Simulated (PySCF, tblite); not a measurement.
# C₄H₁₈Si₄: geometry, infrared bands, NMR shifts and electronic excitations, part 2 of 2

tblite 0.8.0 and PySCF 2.14.0. Atoms count from 0.

**6. TDDFT and polarisability: B3LYP/def2-SVPD**

What the job is given:

```
{"job": {"kind": "uv", "xc": "B3LYP", "basis": "def2-SVPD", "ip": true}, "charge": 0, "multiplicity": 1}
C     -2.320806     1.094365    -1.482546
C     -2.201608     0.762877     0.006520
C     -2.857251     1.864296     0.844138
C     -2.867781    -0.583379     0.300940
Si    -0.352379     0.659799     0.482772
Si     0.855296    -0.864542    -0.835396
Si     2.890313    -1.294174     0.244676
Si     3.953994     0.753106     0.662290
H     -3.383189     1.177284    -1.772752
H     -1.834517     2.051323    -1.731515
H     -1.867848     0.313431    -2.115549
H     -3.933445     1.936968     0.604340
H     -2.774019     1.663276     1.924333
H     -2.407431     2.850822     0.649328
H     -3.942447    -0.540680     0.049857
H     -2.424499    -1.400670    -0.290605
H     -2.787617    -0.856569     1.365285
H      0.298793     2.001859     0.325600
H     -0.218294     0.257692     1.921497
H      0.093557    -2.139638    -1.037051
H      1.129686    -0.272610    -2.184553
H      3.775651    -2.188412    -0.567327
H      2.612165    -1.967901     1.553818
H      3.074739     1.588689     1.538069
H      4.177626     1.486408    -0.622056
H      5.270685     0.560226     1.344905
```

With the program's defaults for keys left out, this is: TDDFT B3LYP/def2-SVPD, vertical, gas phase, core orbitals frozen in the response.

Standard output:

```text
coarse grid: 22000 points
cycle   1  E = -1320.6143262508  dE = -1.145e-01  |g| = 4.414e-01  |ddm| = 1.016e+01
cycle   2  E = -1320.5768371864  dE =  3.749e-02  |g| = 5.743e-01  |ddm| = 2.705e+00
cycle   3  E = -1320.6683705368  dE = -9.153e-02  |g| = 7.093e-02  |ddm| = 1.266e+00
cycle   4  E = -1320.6694623479  dE = -1.092e-03  |g| = 3.505e-02  |ddm| = 2.513e-01
cycle   5  E = -1320.6697633304  dE = -3.010e-04  |g| = 4.362e-03  |ddm| = 8.215e-02
cycle   6  E = -1320.6697683008  dE = -4.970e-06  |g| = 9.323e-04  |ddm| = 2.120e-02
final grid: 189232 points
cycle   7  E = -1320.8496795483  dE = -4.905e-05  |g| = 5.300e-03  |ddm| = 2.848e-01
cycle   8  E = -1320.8496729149  dE =  6.633e-06  |g| = 7.244e-03  |ddm| = 3.431e-02
cycle   9  E = -1320.8496872349  dE = -1.432e-05  |g| = 6.374e-04  |ddm| = 1.493e-02
cycle  10  E = -1320.8496873379  dE = -1.030e-07  |g| = 1.975e-04  |ddm| = 1.843e-03
cycle  11  E = -1320.8496873476  dE = -9.736e-09  |g| = 2.888e-05  |ddm| = 5.161e-04
cycle  12  E = -1320.8496873478  dE = -2.328e-10  |g| = 8.601e-06  |ddm| = 1.618e-04
converged SCF energy = -1320.8496873478

Static polarisability (au): isotropic 174.944, principal 145.426 165.277 214.128

Singlet excitations
state   eV       nm        f      main configurations
  1   6.1294    202.3   0.01337   H->L 0.76, H->L+1 0.12
  2   6.2813    197.4   0.12834   H->L+1 0.69, H->L 0.15
  3   6.5182    190.2   0.00167   H->L+3 0.65, H->L+2 0.12, H->L+4 0.10
  4   6.5461    189.4   0.03007   H->L+2 0.36, H->L+4 0.33, H->L+3 0.17
  5   6.5967    187.9   0.08442   H->L+4 0.46, H->L+2 0.39
  6   6.6319    187.0   0.01159   H-1->L 0.78
  7   6.8127    182.0   0.14388   H-1->L+1 0.66
  8   6.8990    179.7   0.12428   H->L+5 0.51, H-2->L 0.28
  9   6.9878    177.4   0.23900   H-2->L 0.56, H->L+5 0.28
 10   6.9996    177.1   0.09115   H-1->L+3 0.58, H->L+6 0.12, H-1->L+4 0.09

Triplet excitations (Tamm-Dancoff, eV): 5.5506 5.7264 5.9875 6.0972
Vertical ionisation energy (delta-SCF) = 8.9156 eV
```

It took 12 min on 1 thread of Arm Neoverse V2, shared host; peak memory 1.5 GiB.

The orbitals next to the gap, with their largest atomic shares:

| orbital | eV | atoms |
| --- | --- | --- |
| HOMO−3 | -8.59 | Si6 24 %, Si5 20 %, H22 12 % |
| HOMO−2 | -8.09 | Si4 26 %, C1 17 %, Si5 11 % |
| HOMO−1 | -7.82 | Si6 25 %, Si7 24 %, Si5 14 % |
| HOMO | -7.30 | Si5 24 %, Si4 18 %, Si6 16 % |
| LUMO | -0.38 | Si5 19 %, Si6 16 %, Si4 14 % |
| LUMO+1 | -0.25 | Si5 19 %, Si6 16 %, Si7 15 % |
| LUMO+2 | -0.01 | Si6 20 %, Si7 16 %, Si5 13 % |

With each of the 10 states as a Gaussian band of 0.4 eV half-width at 1/e, the curve within the window shown has maxima at 181 nm (ε 27,000) L/(mol cm). Beyond the last state computed it falls off for lack of states. The curve at chosen wavelengths:

```tsv
nm	ε (L/mol/cm)
170	10772
172	15073
174	19362
176	23015
179	26243
181	26625
183	25748
185	23962
187	21671
189	19225
192	15752
194	13703
196	11871
198	10216
200	8700
202	7300
205	5413
207	4312
209	3352
211	2541
213	1878
215	1354
218	792
220	538
222	358
224	233
```

Further results of this job:

| property | computed |
| --- | --- |
| dipole moment (D) | 1.13 |
| polarisability (Å³) | 25.92 |
| HOMO–LUMO gap (eV) | 6.92 |
| −ε(HOMO) (eV) | 7.30 |

**7. Nuclear shieldings: wB97X-D/pcSseg-1**

Same as in step 6 but for these lines:

```diff
@@ -1,2 +1,2 @@
-{"job": {"kind": "uv", "xc": "B3LYP", "basis": "def2-SVPD", "ip": true}, "charge": 0, "multiplicity": 1}
+{"job": {"kind": "nmr", "xc": "wB97X-D", "basis": "pcSseg-1", "pop": false}, "charge": 0, "multiplicity": 1}
 C     -2.320806     1.094365    -1.482546
```

With the program's defaults for keys left out, this is: GIAO wB97X-D/pcSseg-1 NMR shielding, non-relativistic, gas phase.

Standard output:

```text
coarse grid: 22000 points
cycle   1  E = -1321.0142121232  dE =  9.147e-02  |g| = 2.939e-01  |ddm| = 4.251e+00
cycle   2  E = -1321.0350428801  dE = -2.083e-02  |g| = 1.855e-01  |ddm| = 4.562e-01
cycle   3  E = -1321.0437758616  dE = -8.733e-03  |g| = 4.337e-02  |ddm| = 2.075e-01
cycle   4  E = -1321.0443330715  dE = -5.572e-04  |g| = 1.619e-02  |ddm| = 6.963e-02
cycle   5  E = -1321.0443990532  dE = -6.598e-05  |g| = 2.528e-03  |ddm| = 1.900e-02
cycle   6  E = -1321.0444015372  dE = -2.484e-06  |g| = 8.297e-04  |ddm| = 6.204e-03
final grid: 189232 points
cycle   7  E = -1321.1042661194  dE = -1.920e-04  |g| = 4.227e-03  |ddm| = 4.289e-02
cycle   8  E = -1321.1042701566  dE = -4.037e-06  |g| = 2.112e-03  |ddm| = 9.158e-03
cycle   9  E = -1321.1042709949  dE = -8.384e-07  |g| = 6.861e-04  |ddm| = 2.225e-03
cycle  10  E = -1321.1042711410  dE = -1.461e-07  |g| = 2.385e-04  |ddm| = 1.183e-03
cycle  11  E = -1321.1042711567  dE = -1.563e-08  |g| = 4.749e-05  |ddm| = 3.683e-04
cycle  12  E = -1321.1042711575  dE = -8.536e-10  |g| = 1.673e-05  |ddm| = 1.035e-04
converged SCF energy = -1321.1042711575

GIAO shielding tensors (ppm)
atom      isotropic    diamagn.    paramagn.     s11        s22        s33       span
  0 C      155.171     249.074     -93.903    139.933    143.207    182.372     42.440
  1 C      168.127     249.666     -81.540    162.908    169.093    172.379      9.471
  2 C      153.473     245.968     -92.495    136.483    139.994    183.942     47.458
  3 C      155.760     248.775     -93.015    141.422    142.320    183.539     42.117
  4 Si     393.978     884.648    -490.670    343.564    361.242    477.127    133.563
  5 Si     472.004     883.642    -411.638    465.250    471.053    479.708     14.458
  6 Si     468.144     881.768    -413.624    457.207    468.896    478.328     21.121
  7 Si     457.501     879.973    -422.472    452.218    456.685    463.600     11.382
  8 H       30.480      31.170      -0.690     26.647     27.798     36.995     10.348
  9 H       30.304      31.977      -1.673     26.467     28.055     36.390      9.923
 10 H       30.345      32.413      -2.067     25.358     30.115     35.564     10.206
 11 H       30.385      29.484       0.901     26.445     27.648     37.063     10.618
 12 H       30.160      29.999       0.161     25.938     28.095     36.449     10.510
 13 H       30.196      30.011       0.185     25.970     28.157     36.462     10.492
 14 H       30.511      31.214      -0.703     26.703     27.797     37.033     10.330
 15 H       30.184      32.535      -2.351     25.036     29.924     35.592     10.556
 16 H       30.364      31.942      -1.578     26.449     28.059     36.584     10.135
 17 H       27.484      33.903      -6.419     22.981     27.701     31.771      8.791
 18 H       27.651      33.725      -6.074     23.347     27.778     31.827      8.480
 19 H       27.852      31.525      -3.673     23.476     27.102     32.978      9.502
 20 H       28.044      31.848      -3.804     24.337     26.776     33.019      8.682
 21 H       27.824      29.175      -1.352     23.993     25.223     34.256     10.263
 22 H       27.984      30.354      -2.370     24.566     26.064     33.322      8.756
 23 H       27.886      30.078      -2.193     23.702     27.940     32.015      8.313
 24 H       27.898      29.254      -1.356     24.533     26.370     32.790      8.257
 25 H       27.724      27.688       0.037     24.150     24.998     34.025      9.876
```

Wall time 86 s (1 thread of Arm Neoverse V2, shared host); peak memory 1.5 GiB.

Key values: δ C0 29.7, C1 16.4, Si4 -41.0, Si7 -104.6, H17 3.81, H23 3.54 ppm (means over like atoms).

**8. Side by side: NMR shifts**

Shifts (ppm) of some atoms, chosen among heavy atoms and hydrogens apart, means over like atoms, with basis size and wall time:

| run | C1 | H21 | H19 | Si4 | Si7 | Si6 | Si5 | functions | time |
| --- | --- | --- | --- | --- | --- | --- | --- | --- | --- |
| PBE0/pcSseg-1 | 18.2 | 3.54 | 3.49 | -42.0 | -105.4 | -114.9 | -119.3 | 254 | 65 s |
| wB97X-D/pcSseg-1 | 16.4 | 3.48 | 3.43 | -41.0 | -104.6 | -115.2 | -119.1 | 254 | 86 s |

**9. Outcome**

The summary covers parts 1 to 2.

| quantity | value |
| --- | --- |
| strongest single infrared mode (GFN2-xTB) | 582 cm⁻¹, 1066 km/mol |
| zero-point energy (GFN2-xTB) | 121.2 kcal/mol |
| point group | C1 |
| rotational constants (main isotopes) | 1.80, 0.40, 0.37 GHz |
| 13C shifts against TMS (PBE0/pcSseg-1, means over atoms taken as alike) | 29.9, 18.2 ppm |
| 1H shifts against TMS (PBE0/pcSseg-1, means over atoms taken as alike) | 3.87, 3.58, 3.54, 3.49, 1.07 ppm |
| 29Si shifts against TMS (PBE0/pcSseg-1) | -42.0, -105.4, -114.9, -119.3 ppm |
| lowest singlet (B3LYP/def2-SVPD) | 6.13 eV (202 nm), f = 0.013 |
| brightest single state of those computed | state 9, 6.99 eV, f = 0.239 |
| lowest triplet | 5.55 eV |
| vertical ionisation energy (ΔSCF) | 8.92 eV |
| range of the shift of C1 | 16.4 to 18.2 ppm |

What this shows: The optimisation took 88 steps and gained 0.845 eV; among the close pairs (by a distance rule), Si4–Si5 changed most, from 2.217 to 2.318 Å (GFN2-xTB). The lowest mode is slightly imaginary (14i cm⁻¹), a soft motion within the noise of the Hessian, so the minimum is not strictly shown. The strongest single mode, at 582 cm⁻¹, is spread over several atoms, H19, H22, H21 among them. GFN2-xTB is a fitted tight-binding method: band positions and strengths are rough. Its intensities can rank the bands wrongly. Relaxing lowered the energy by 0.381 eV in 16 steps; the close pair that moved most is Si6–H22, from 1.450 to 1.498 Å (PBE0/def2-SVP). At PBE0/pcSseg-1: Shielding is most anisotropic at Si4 (span 131 ppm, paramagnetic term -490 ppm). The first singlet state (HOMO→LUMO 0.76, HOMO→LUMO+1 0.12) lies at 6.13 eV and is weak; of the 10 states computed, the strongest absorption comes from states 9 to 10 together at 6.99 eV (the last computed, so partners may be missing). The lowest triplet lies 0.58 eV below the lowest singlet (triplets in Tamm-Dancoff, singlets in full TDDFT). The orbital energy would give 7.30 eV for ionisation, ΔSCF gives 8.92 eV. In ppm, C1 moves most: its shift spreads over 1.7 ppm, from 16.4 (wB97X-D/pcSseg-1) to 18.2 (PBE0/pcSseg-1).
